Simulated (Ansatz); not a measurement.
Cl2H3N2Nb, SMILES [NH]=[Nb]([NH2])([Cl])[Cl], a single point in a Gaussian basis

Computed with the Python package of Ansatz (0.2.0).

Typed at the interpreter:
```pycon
>>> import ansatz as az
>>> from ase import Atoms
>>> import numpy as np
>>> config = {
...     "basis_set": "def2-SVP",
...     "xc": "pbe0",
... }
>>> atoms = Atoms(["N", "Nb", "N", "Cl", "Cl", "H", "H", "H"], positions=[
...     (-1.3192, 1.1887, 0.8334),
...     (-0.3643, 0.221, -0.4387),
...     (0.5968, -1.3569, 0.5449),
...     (-1.7583, -0.6668, -2.1074),
...     (1.2656, 1.6374, -1.5031),
...     (-0.8916, 1.7093, 1.6085),
...     (1.3709, -0.9168, 1.1848),
...     (1.1922, -1.8729, -0.1783),
... ])
>>> cl2h3n2nb = az.Crystal.molecule_from_ase(atoms)
>>> calculation = cl2h3n2nb.calculation()
>>> calculation = calculation.basis(gaussian=config["basis_set"])
>>> calculation = calculation.functional(config["xc"])
>>> calculation = calculation.forces()
>>> trace = []
>>> result = calculation.session().plan().execute(on_event=trace.append)
>>> summary = result.report
>>> summary["mean_field"]["state"]["spin_squared"]
-7.815970093361102e-14
>>> summary["reference_energy_ev"]
-29606.586695940074
>>> summary["free_energy_ev"]
-29606.586695940074
>>> for event in trace:
...     if event["event"] == "mean_field_evaluation" and event["data"]["evaluation"] <= 25:
...         print("pass {evaluation:3d}  E = {energy_ev:.6f} eV  gradient {gradient_ev:.1e}".format(**event["data"]))
...
pass   1  E = -29590.365839 eV  gradient 8.5e+01
pass   2  E = -29362.951580 eV  gradient 2.8e+02
pass   3  E = -29603.256302 eV  gradient 3.5e+01
pass   4  E = -29605.024714 eV  gradient 2.3e+01
pass   5  E = -29606.234083 eV  gradient 8.2e+00
pass   6  E = -29606.415490 eV  gradient 1.6e+00
pass   7  E = -29606.415398 eV  gradient 1.6e+00
pass   8  E = -29606.579757 eV  gradient 1.6e+00
pass   9  E = -29606.581117 eV  gradient 1.6e+00
pass  10  E = -29606.586113 eV  gradient 5.1e-01
pass  11  E = -29606.586493 eV  gradient 2.5e-01
pass  12  E = -29606.586625 eV  gradient 5.3e-02
pass  13  E = -29606.586633 eV  gradient 5.3e-02
pass  14  E = -29606.586638 eV  gradient 1.5e-02
pass  15  E = -29606.586639 eV  gradient 3.4e-03
pass  16  E = -29606.586639 eV  gradient 4.9e-04
pass  17  E = -29606.586639 eV  gradient 5.0e-04
pass  18  E = -29606.586639 eV  gradient 1.3e-04
pass  19  E = -29606.586639 eV  gradient 6.1e-05
pass  20  E = -29606.586639 eV  gradient 6.2e-05
pass  21  E = -29606.586639 eV  gradient 6.2e-05
>>> print("reference energy %16.6f eV" % summary["reference_energy_ev"])
reference energy    -29606.586696 eV
>>> print("total energy     %16.6f eV" % summary["free_energy_ev"])
total energy        -29606.586696 eV
>>> print("occupied orbitals outside the frozen core (up, down):", summary["n_occupied"], " frozen:", summary["n_frozen"], " virtual:", summary["n_virtual"])
occupied orbitals outside the frozen core (up, down): [32, 32]  frozen: 0  virtual: [78, 78]
>>> symbols = [site.symbol for site in cl2h3n2nb.cartesian_sites]
>>> forces = np.array(summary["forces_ev_ang"])
>>> print("largest force", round(float(np.linalg.norm(forces, axis=1).max()), 4), "eV/A, rms", round(float(np.sqrt((forces ** 2).mean())), 4))
largest force 4.4534 eV/A, rms 1.4352
>>> charges = summary["charge_distribution"]
>>> dipole = np.array(charges["dipole_moment_e_ang"]) * 4.803205
>>> print("dipole (D): {:.3f} {:.3f} {:.3f}, length {:.3f}".format(*dipole, np.linalg.norm(dipole)))
dipole (D): 2.625 -0.552 1.616, length 3.131
>>> print("atom  Mulliken   Lowdin")
atom  Mulliken   Lowdin
>>> for symbol, m, l in zip(symbols, charges["mulliken_charges_e"], charges["lowdin_charges_e"]):
...     print(f"{symbol:4s} {m:9.3f} {l:8.3f}")
...
N       -0.360    0.044
Nb       0.737   -0.836
N       -0.452    0.047
Cl      -0.222    0.306
Cl      -0.247    0.250
H        0.184    0.043
H        0.185    0.083
H        0.176    0.061
```

Reading the output:
- Total energies depend on the basis set; only differences at equal settings carry meaning.
- The geometry is a force-field or estimated start, not a minimum of this method, and the basis set is short of its limit.
- def2 sets replace the cores of elements past krypton by effective core potentials.
- The Löwdin charges here are taken after orthogonalising the functions within each atom; they differ from plain Löwdin charges, and their signs can be unphysical.
- Early passes use coarser integrals and grids, so their energies can't be compared with the last.
- The whole script took 6.6 s on 1 thread of Arm Neoverse V2, on a shared host, peak memory 0.32 GiB.
